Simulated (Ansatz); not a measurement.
# CaCl (calcium monochloride): U-revPBE/STO-3G

Aim: the vertical doublet–quartet gap of CaCl (calcium monochloride) at U-revPBE/STO-3G, from 2 runs. 

The calculation is run with Ansatz 0.2.0.

39 further runs of the same task are left out: 4 that didn't finish, 35 set aside as unsound or not needed.

### 1 The structure to begin with

The species is CaCl (2 atoms), meant as a doublet with charge 0. As SMILES, `[Cl][Ca]`. The coordinates come from a PBE0-D4/def2-TZVP relaxation.

Bond lengths: Cl1–Ca2 2.430 Å.

### 2 The energy at U-revPBE/STO-3G

The input, run.yaml:

```yaml
crystal:
  periodic: [false, false, false]
  atoms:
    - symbol: Cl
      position_ang: [-0.000000, 0.000000, -0.032760]
    - symbol: Ca
      position_ang: [0.000000, -0.000000, 2.397140]
basis:
  gaussian: {orbitals: STO-3G}
magnetization: {spin_polarized: true, initial_magnetization: 1}
hamiltonian: {xc: {name: revPBE}}
accuracy: high
```

On the command line:

```console
$ ansatz run run.yaml --threads 1 --pin off --max-ram 3480MiB --events-out events.jsonl --progress --plain --runs-dir runs
```

Log:

```text
Warning: RAYON_NUM_THREADS=1 ignored (pool sized by the plan → 1); use --threads N
Functional definition: revPBE
  name "revPBE"
  parameter kappa = 1.245
  parameter beta = 0.06672455060314922
  exchange = pbe_x(kappa = kappa, mu = beta*pi^2/3)
  correlation = pbe_c(beta = beta)
425 factors; integrals over basis functions are off by at most 3.2e-8 eV
mean field evaluation 1: about -30632.3419 eV, gradient 6.6e0 eV
mean field evaluation 2: about -30619.7938 eV, gradient 3.8e1 eV
mean field evaluation 4: about -30633.3596 eV, gradient 1.5e-1 eV
mean field evaluation 8: about -30633.3585 eV, gradient 1.1e-2 eV
mean field evaluation 16: about -30633.3585 eV, gradient 1.5e-8 eV
mean field -30633.35845985 eV, -1125.7551593632 hartree, gradient 1.5e-8 eV, S^2 0.751704; 0 other end points of the search recorded, 0 dependent functions left out
reference -30633.35846249 eV, -1125.7551594604 hartree; 19, 18 occupied and 3, 4 virtual orbitals, 425 factors
Total energy: -30633.35846249 eV, -1125.7551594604 hartree
```

Run time: 1.4 s. Hardware: 1 thread of Intel Xeon Platinum 8488C (Sapphire Rapids), shared host; peak memory 0.15 GiB.

### 3 The quartet at the same level

The input, run.yaml:

```yaml
crystal:
  periodic: [false, false, false]
  atoms:
    - symbol: Cl
      position_ang: [-0.000000, 0.000000, -0.032760]
    - symbol: Ca
      position_ang: [0.000000, -0.000000, 2.397140]
basis:
  gaussian:
    orbitals: STO-3G
magnetization:
  spin_polarized: true
  initial_magnetization: 3
hamiltonian:
  xc: {name: revPBE}
accuracy: high
```

On the command line:

```console
$ ansatz run run.yaml --threads 1 --pin off --max-ram 3480MiB --events-out events.jsonl --progress --plain --runs-dir runs
```

Log, shortened:

```text
Warning: RAYON_NUM_THREADS=1 ignored (pool sized by the plan → 1); use --threads N
[... 2 set-up lines as earlier in the session ...]
[...]
425 factors; integrals over basis functions are off by at most 3.2e-8 eV
[...]
mean field -30626.60641211 eV, -1125.5070261856 hartree, gradient 3.4e-9 eV, S^2 3.750142; 12 other end points of the search recorded, 0 dependent functions left out
reference -30626.60641496 eV, -1125.5070262903 hartree; 20, 17 occupied and 2, 5 virtual orbitals, 425 factors
Total energy: -30626.60641496 eV, -1125.5070262903 hartree
```

Wall time 12 s (1 thread of Intel Xeon Platinum 8488C (Sapphire Rapids), shared host); peak memory 0.15 GiB.

### 4 Results

Level: U-revPBE/STO-3G.

| quantity | value |
| --- | --- |
| doublet: total energy | -1125.75516 Eh |
| doublet: ⟨S²⟩ | 0.752 |
| quartet: total energy | -1125.50703 Eh |
| quartet: ⟨S²⟩ | 3.750 |
| vertical energy of the quartet above the doublet | 6.752 eV |

What this shows: At this shape the quartet lies 6.75 eV (651 kJ/mol) above the doublet. In a minimal basis such a difference can be off by several eV, whatever the method.
